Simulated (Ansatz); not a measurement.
# GePH3 (triplet): the correlation ladder at a displaced geometry (v1), cc-pVDZ

How much of the correlation energy of GePH3 (triplet) does each wave-function method recover here?

Computed with Ansatz 0.2.0, Gaussian basis. Level: cc-pVDZ, core rule «outside noble gas», up to 19 orbitals frozen.

To be run: UHF; CCSD(T) on ROHF; CCSD(T) on UHF; BCCD(T) on ROHF; CISD; CCSDT(Q) on ROHF; CCSDT(Q) on UHF.

29 further runs of the same task are left out: 2 for a known fault of the program, 16 that didn't finish, 11 set aside as unsound or not needed.

## 1. What is computed

The geometry is a PBE0/def2-TZVP stationary point (not a proven minimum) with its atoms shifted at random (size 0.040 Å). No spin-orbit coupling is included. The filled d shell of Ge may be among the frozen orbitals whatever the setting's name suggests; the logs give the count.

5 atoms, charge 0, spin multiplicity 3.

Atoms are counted from 1 here; the program's logs count them from 0.

Bond lengths: Ge1–P2 2.311 Å, Ge1–H3 1.565 Å, Ge1–H4 1.549 Å, Ge1–H5 1.638 Å. Angles: P2–Ge1–H3 108.3°, P2–Ge1–H4 112.2°, P2–Ge1–H5 112.1°, H3–Ge1–H4 111.5°, H3–Ge1–H5 106.0°, H4–Ge1–H5 106.6°.

## 2. UHF

The input, in.yaml:

```yaml
crystal:
  periodic: [false, false, false]
  atoms:
    - {symbol: Ge, position_ang: [-0.655235, -0.000309, 0.005569]}
    - {symbol: P, position_ang: [1.655732, 0.000480, -0.008688]}
    - {symbol: H, position_ang: [-1.147588, 1.484516, -0.045156]}
    - {symbol: H, position_ang: [-1.232793, -0.748603, 1.233050]}
    - {symbol: H, position_ang: [-1.278568, -0.728410, -1.322241]}
basis:
  gaussian: {orbitals: cc-pVDZ}
magnetization: {spin_polarized: true, initial_magnetization: 2}
hamiltonian: {xc: hf}
output: {orbitals: {seedname: orbitals}}
```

On the command line:

```sh
ansatz run in.yaml --threads 1 --pin off --events-out ev --progress --plain --max-ram 2393MiB
```

After this run come: CCSD(T) on ROHF; CCSD(T) on UHF; BCCD(T) on ROHF; CISD; CCSDT(Q) on ROHF; CCSDT(Q) on UHF.

Before running them: what should the planned runs give, taken together? Wanted: UCCSDT(Q) below the RHF energy; RMP2 from UCCSDT(Q); UMP2 from UCCSDT(Q); RCCSD from UCCSDT(Q); RCCSD(T) from UCCSDT(Q); UCCSD(T) from UCCSDT(Q); RCCSDT(Q) from UCCSDT(Q); T1 diagnostic.

As calculated:

| quantity | value |
| --- | --- |
| UCCSDT(Q) below the RHF energy | -6.2703 eV |
| RMP2 from UCCSDT(Q) | +30.38 kcal/mol |
| UMP2 from UCCSDT(Q) | +30.88 kcal/mol |
| RCCSD from UCCSDT(Q) | +4.39 kcal/mol |
| RCCSD(T) from UCCSDT(Q) | +0.91 kcal/mol |
| UCCSD(T) from UCCSDT(Q) | +0.90 kcal/mol |
| RCCSDT(Q) from UCCSDT(Q) | +0.01 kcal/mol |
| levels within 1 kcal/mol (43 meV) | RCCSD(T), UCCSD(T), BCCD(T), RCCSDT, UCCSDT, RCCSDT(Q) |
| T1 diagnostic | 0.018 |

In words: RCCSD(T) lands +0.91 kcal/mol from the yardstick (0.6 % of the correlation energy). These misses are within one basis, not against nature; the frozen cores of restricted and unrestricted runs differ, which can shift their rows.
